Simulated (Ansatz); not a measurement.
# ClHMoO₃: up Jacob's ladder to CCSD(T)

The task here is to estimate one member of a computed series from the others.

Program: Ansatz 0.2.0, Gaussian basis. Level of theory: functionals in def2-TZVPP, the program's frozen cores in correlated methods. These are calculated values, not measurements.

Levels to be run: LDA (SPW92), PBE-D4, revPBE-D4, BLYP-D4, r2SCAN-D4, B97M-V, PBE0-D4, B3LYP-D4, r2SCANh-D4, r2SCAN0-D4, HSE06-D4, BHLYP-D4, CAM-B3LYP-D4, LC-ωPBE, ωB97X-V, ωB97M-V, B2PLYP, PBE-QIDH; CCSD(T)/def2-SVP; CCSD(T)/def2-TZVPP; MP2/def2-QZVPP; extrapolation to the limit; RPA on PBE.

## Structure used throughout

All runs share one geometry, relaxed beforehand with PBE0-D4 in a triple-zeta def2 set. Mo takes the def2 core potential; no spin-orbit term is included.

SMILES `[O]=[Mo](=[O])([OH])[Cl]`, 6 atoms, charge 0, spin multiplicity 1.

Atoms are counted from 1 here; the program's logs count them from 0.

Bond lengths: O1–Mo2 1.669 Å, Mo2–O3 1.669 Å, Mo2–O4 1.860 Å, Mo2–Cl5 2.254 Å, O4–H6 0.962 Å. Angles: O1–Mo2–O3 108.0°, O1–Mo2–O4 109.0°, O1–Mo2–Cl5 109.7°, O3–Mo2–O4 110.3°, O3–Mo2–Cl5 109.1°, O4–Mo2–Cl5 110.6°, Mo2–O4–H6 124.3°.

As a file:

```xyz
6
charge 0, multiplicity 1
O     1.2788   -1.0413    1.0555
Mo    0.3019   -0.2938   -0.0723
O    -0.6471   -1.4648   -0.7895
O    -0.7647    0.9644    0.7874
Cl    1.5780    0.6904   -1.6488
H    -1.7047    1.0811    0.6216
```

Set-up of the first run:

Contents of in.yaml:

```yaml
crystal:
  periodic: [false, false, false]
  atoms:
    - {symbol: O, position_ang: [1.278837, -1.041280, 1.055464]}
    - {symbol: Mo, position_ang: [0.301851, -0.293822, -0.072322]}
    - {symbol: O, position_ang: [-0.647082, -1.464848, -0.789512]}
    - {symbol: O, position_ang: [-0.764708, 0.964392, 0.787420]}
    - {symbol: Cl, position_ang: [1.578013, 0.690367, -1.648794]}
    - {symbol: H, position_ang: [-1.704711, 1.081091, 0.621644]}
basis:
  gaussian: {orbitals: def2-TZVPP}
hamiltonian: {xc: lda}
output: {orbitals: {seedname: orbitals}}
```

On the command line:

```
$ ansatz run in.yaml --threads 4 --pin off --events-out ev --progress --plain --max-ram 10444MiB
```

Steps of the session up to this table: LDA; PBE-D4 (GGA); revPBE-D4 (GGA); BLYP-D4 (GGA); r2SCAN-D4 (meta-GGA); B97M-V (meta-GGA); PBE0-D4 (hybrid); B3LYP-D4 (hybrid); r2SCANh-D4 (hybrid); r2SCAN0-D4 (hybrid); HSE06-D4 (hybrid); BHLYP-D4 (hybrid); CAM-B3LYP-D4 (range-separated); LC-ωPBE (range-separated); ωB97X-V (range-separated); ωB97M-V (range-separated); B2PLYP (double hybrid); PBE-QIDH (double hybrid).

One table of the session follows, with a row left open; its other results are not shown here.

It belongs to the step «Frontier levels by functional». 

| functional | HOMO (eV) | LUMO (eV) | gap (eV) |
| --- | --- | --- | --- |
| LDA (SPW92) | -8.16 | -3.87 | 4.29 |
| PBE-D4 | -7.94 | -3.62 | 4.31 |
| revPBE-D4 | -7.86 | -3.53 | 4.33 |
| BLYP-D4 | -7.83 | -3.54 | 4.28 |
| r2SCAN-D4 | -8.33 | -3.63 | 4.70 |
| B97M-V | -8.40 | -3.58 | 4.82 |
| PBE0-D4 | -9.57 | -2.95 | 6.62 |
| B3LYP-D4 | -9.30 | -3.18 | 6.12 |
| r2SCANh-D4 | -8.94 | -3.36 | 5.58 |
| r2SCAN0-D4 | -9.85 | -2.95 | 6.90 |
| HSE06-D4 | -9.16 | -3.33 | 5.84 |
| BHLYP-D4 | -11.04 | -2.13 | 8.91 |
| CAM-B3LYP-D4 | -11.00 | -1.91 | 9.09 |
| LC-ωPBE | ? | ? | ? |
| ωB97X-V | -11.99 | -0.81 | 11.18 |
| ωB97M-V | -11.88 | -0.82 | 11.06 |

**Question.** Estimate the row for LC-ωPBE.

As computed: HOMO (eV): -12.35; LUMO (eV): -0.75; gap (eV): 11.59. In the column «HOMO (eV)» it is the lowest.
